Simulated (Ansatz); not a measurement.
EuSc:

```
CELL_PARAMETERS angstrom
3.94490 3.94490 0.00000
-3.94490 3.94490 0.00000
0.00000 0.00000 3.94490
ATOMIC_POSITIONS crystal
Sc 0.50000 0.00000 0.50000
Sc 0.00000 0.50000 0.50000
Eu 0.00000 0.00000 0.00000
Eu 0.50000 0.50000 0.00000
```

The cell was built by a generator and needn't be a form met in nature.

The cell isn't the ideal one: another cell of the same crystal, with 4 atoms.

Alike in all runs: program Ansatz 0.2.0; functional PBE; potentials or basis Ansatz PAW; cutoff 420 eV (not typed: the program's choice for these potentials); k mesh 4 × 4 × 5; occupations fermi-dirac, width 0.05 eV; hubbard terms Eu f U = 4 eV, Sc d U = 6 eV.

**Question.** Only the start or the spin constraint differs. Which run ends lowest in energy?
A. collinear spin, ferromagnetic start of up to 7 μB
B. collinear spin, antiferromagnetic start of up to 8.5 μB
C. collinear spin, antiferromagnetic start of up to 7 μB

**Answer.** A.

```tsv
start	free energy over the lowest (meV/atom)	net moment (μB)	site or absolute moments (μB)	gap
collinear spin, ferromagnetic start of up to 7 μB	0.0	17.97	Sc +1.02; Eu +7.18	none (metal or under the smearing width)
collinear spin, antiferromagnetic start of up to 7 μB	12.8	0.00	Sc -0.84, +0.84; Eu +7.02, -7.02	none (metal or under the smearing width)
collinear spin, antiferromagnetic start of up to 8.5 μB	12.8	0.00	Sc +0.84, -0.84; Eu +7.02, -7.02	none (metal or under the smearing width)
```

The spin-polarised runs without a constraint all converged, yet they end up to 13 meV/atom apart: a converged run can sit in a state that isn't the lowest. A still lower state may exist.

Caveats: the magnetic or orbital state may not be the lowest; spin-orbit coupling is left out, which moves the levels of the heavy elements.
